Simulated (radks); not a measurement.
**Exchange and kinetic functionals tested on atomic densities: Kr, Zn⁺, In⁺, Li⁺, Sb³⁺**

One table from this session's results is given with a row withheld; the runs are named, their logs left out.

Method: non-relativistic Kohn-Sham, r2SCAN, spin-polarised, spherical densities, point nucleus; open shells are filled with parallel spins first. Code: radks (a radial shooting solver on a logarithmic mesh, Libxc functionals) version 1.

### What is computed

| Item | Value |
| --- | --- |
| species | Kr ([Kr]), Zn⁺ ([Ar] 3d10 4s1), In⁺ ([Kr] 4d10 5s2), Li⁺ ([He]), Sb³⁺ ([Kr] 4d10 5s2) |

The first run:

Input:

```text
Z 36
configuration [Kr]
relativity non-relativistic
functional r2scan,r2scan
spin polarised
nucleus point
```

Among the steps run: Kr, [Kr].

One of the session's tables, all rows but one given; the rest of the session is left out.

It belongs to the step «Kr, [Kr]». Radial moments (bohr):

| level | <r> | outermost maximum (interpolated) | 90 % within | nodes |
| --- | --- | --- | --- | --- |
| 1s | ? | ? | ? | ? |
| 2s | 0.1876 | 0.158 | 0.289 | 1 |
| 2p | 0.1619 | 0.125 | 0.263 | 0 |
| 3s | 0.5401 | 0.476 | 0.802 | 2 |
| 3p | 0.5446 | 0.467 | 0.828 | 1 |
| 3d | 0.5537 | 0.412 | 0.904 | 0 |
| 4s | 1.612 | 1.37 | 2.40 | 3 |
| 4p | 1.942 | 1.56 | 2.99 | 2 |

**Question.** Estimate the row for 1s.

As computed: <r>: 0.04246; outermost maximum (interpolated): 0.0281; 90 % within: 0.0756; nodes: 0. In the column «<r>» it is the lowest.
